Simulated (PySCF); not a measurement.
# In⁺, In²⁺: ionisation energy in def2-SVP with ECP28

Each state of indium is computed at each level; their differences give the ionisation energy. How far do the methods differ?

Program: PySCF 2.14.0. Level of theory: unrestricted determinants in a Gaussian basis, no spin-orbit coupling in the energies. These are calculated values, not measurements, unless marked.

## 1. Starting point

| Item | Value |
| --- | --- |
| Element | indium (Z = 49) |
| Basis | def2-SVP with the def2 core potential (28 electrons) |
| Hamiltonian | a scalar-relativistic core potential |
| State 1 | In⁺: [Kr] 4d10 5s2, closed-shell 1S |
| State 2 | In²⁺: [Kr] 4d10 5s1, 2S determinant |
| Methods | UHF, TPSS, BP86, MP2, CCSD(T) |
| Core shells frozen in the correlated runs | valence: 4s2 4p6 4d10 (for In⁺) |

The outer shells:

In+ [Kr] 4d10 5s2
```
[Kr] core
4d [↑↓][↑↓][↑↓][↑↓][↑↓]
5s [↑↓]
```

In2+ [Kr] 4d10 5s1
```
[Kr] core
4d [↑↓][↑↓][↑↓][↑↓][↑↓]
5s [↑ ]
```

The runs were made by one driver on top of PySCF. The scripts below sum up each run's settings (the driver also hands on starting orbitals that pick excited configurations, and frozen orbitals as a list rather than a count), and the logs come from the driver's own runs. The driver starts from symmetry-adapted Hartree-Fock orbitals, holds the occupation by maximum overlap and uses a logarithmic radial grid for functionals, so a plain start would take other cycles.

The driver's launch:

```sh
> OMP_NUM_THREADS=1 python atomrun2.py TASK.json OUT
```

The integrals over 26 functions and the set-up took 0.07 s of CPU time.

## 2. In⁺, method by method

**UHF**

input.py reads:

```python
from pyscf import gto, scf, dft, mp, cc
import basis_set_exchange as bse
txt = bse.get_basis("def2-SVP", elements=["In"], fmt="nwchem", header=False)
cut = txt.index("\nECP")
mol = gto.M(atom="In 0 0 0", charge=1, spin=0, symmetry="D2h",
            basis=gto.basis.parse(txt[:cut]),
            ecp={"In": gto.basis.parse_ecp(txt[cut:])})
mf = scf.UHF(mol)
mf.irrep_nelec = {'Ag': (4, 4), 'B1g': (1, 1), 'B2g': (1, 1), 'B3g': (1, 1), 'B1u': (1, 1), 'B2u': (1, 1), 'B3u': (1, 1)}
mf.kernel()
```

**TPSS**

input.py, as changed from the run before:

```diff
@@ -7,3 +7,3 @@
             ecp={"In": gto.basis.parse_ecp(txt[cut:])})
-mf = scf.UHF(mol)
+mf = dft.UKS(mol, xc="TPSS")
 mf.irrep_nelec = {'Ag': (4, 4), 'B1g': (1, 1), 'B2g': (1, 1), 'B3g': (1, 1), 'B1u': (1, 1), 'B2u': (1, 1), 'B3u': (1, 1)}
```

**BP86**

input.py, as changed from the run before:

```diff
@@ -7,3 +7,3 @@
             ecp={"In": gto.basis.parse_ecp(txt[cut:])})
-mf = dft.UKS(mol, xc="TPSS")
+mf = dft.UKS(mol, xc="B88,P86")
 mf.irrep_nelec = {'Ag': (4, 4), 'B1g': (1, 1), 'B2g': (1, 1), 'B3g': (1, 1), 'B1u': (1, 1), 'B2u': (1, 1), 'B3u': (1, 1)}
```

**MP2 (valence)**

input.py, as changed from the run before:

```diff
@@ -7,4 +7,5 @@
             ecp={"In": gto.basis.parse_ecp(txt[cut:])})
-mf = dft.UKS(mol, xc="B88,P86")
+mf = scf.UHF(mol)
 mf.irrep_nelec = {'Ag': (4, 4), 'B1g': (1, 1), 'B2g': (1, 1), 'B3g': (1, 1), 'B1u': (1, 1), 'B2u': (1, 1), 'B3u': (1, 1)}
 mf.kernel()
+mp.UMP2(mf, frozen=9).kernel()
```

**CCSD(T) (valence)**

input.py, as changed from the run before:

```diff
@@ -10,2 +10,3 @@
 mf.kernel()
-mp.UMP2(mf, frozen=9).kernel()
+mycc = cc.CCSD(mf, frozen=9).run()
+mycc.ccsd_t()
```

## 3. In²⁺: the ladder of methods

**UHF**

input.py reads:

```python
from pyscf import gto, scf, dft, mp, cc
import basis_set_exchange as bse
txt = bse.get_basis("def2-SVP", elements=["In"], fmt="nwchem", header=False)
cut = txt.index("\nECP")
mol = gto.M(atom="In 0 0 0", charge=2, spin=1, symmetry="D2h",
            basis=gto.basis.parse(txt[:cut]),
            ecp={"In": gto.basis.parse_ecp(txt[cut:])})
mf = scf.UHF(mol)
mf.irrep_nelec = {'Ag': (4, 3), 'B1g': (1, 1), 'B2g': (1, 1), 'B3g': (1, 1), 'B1u': (1, 1), 'B2u': (1, 1), 'B3u': (1, 1)}
mf.kernel()
```

**TPSS**

input.py, as changed from the run before:

```diff
@@ -7,3 +7,3 @@
             ecp={"In": gto.basis.parse_ecp(txt[cut:])})
-mf = scf.UHF(mol)
+mf = dft.UKS(mol, xc="TPSS")
 mf.irrep_nelec = {'Ag': (4, 3), 'B1g': (1, 1), 'B2g': (1, 1), 'B3g': (1, 1), 'B1u': (1, 1), 'B2u': (1, 1), 'B3u': (1, 1)}
```

**BP86**

input.py, as changed from the run before:

```diff
@@ -7,3 +7,3 @@
             ecp={"In": gto.basis.parse_ecp(txt[cut:])})
-mf = dft.UKS(mol, xc="TPSS")
+mf = dft.UKS(mol, xc="B88,P86")
 mf.irrep_nelec = {'Ag': (4, 3), 'B1g': (1, 1), 'B2g': (1, 1), 'B3g': (1, 1), 'B1u': (1, 1), 'B2u': (1, 1), 'B3u': (1, 1)}
```

What does the calculation give?

The runs gave:

```
              quantity                                                  value
ionisation energy, In⁺  UHF 17.000, FCI (valence) 17.849 eV; reference 18.870
```

Each level's miss and price (over 1 difference):

| method | mean absolute miss against the measured value (with the measured fine structure taken into account where it is known) (eV) | CPU time, both states (s) |
| --- | --- | --- |
| UHF | 1.870 | 0.1 |
| TPSS | 0.096 | 0.62 |
| BP86 | 0.344 | 0.27 |
| MP2 (valence) | 1.306 |  |
| SCS-MP2 (valence) | 1.193 |  |
| CCSD (valence) | 1.021 |  |
| CCSD(T) (valence) | 1.021 |  |
| CCSDT (valence) | 1.021 |  |
| FCI (valence) | 1.021 |  |

In words: Against experiment TPSS comes closest (off by 0.10 eV) and UHF is farthest (1.87 eV). Hartree-Fock falls short because the species with more electrons holds more correlation energy, which it lacks. The basis is finite, and no extrapolation was made. The dearest level timed, TPSS, costs 6.2 times the cheapest, UHF, and differs from the measured value (with the measured fine structure taken into account where it is known) by 0.10 against 1.87 eV.
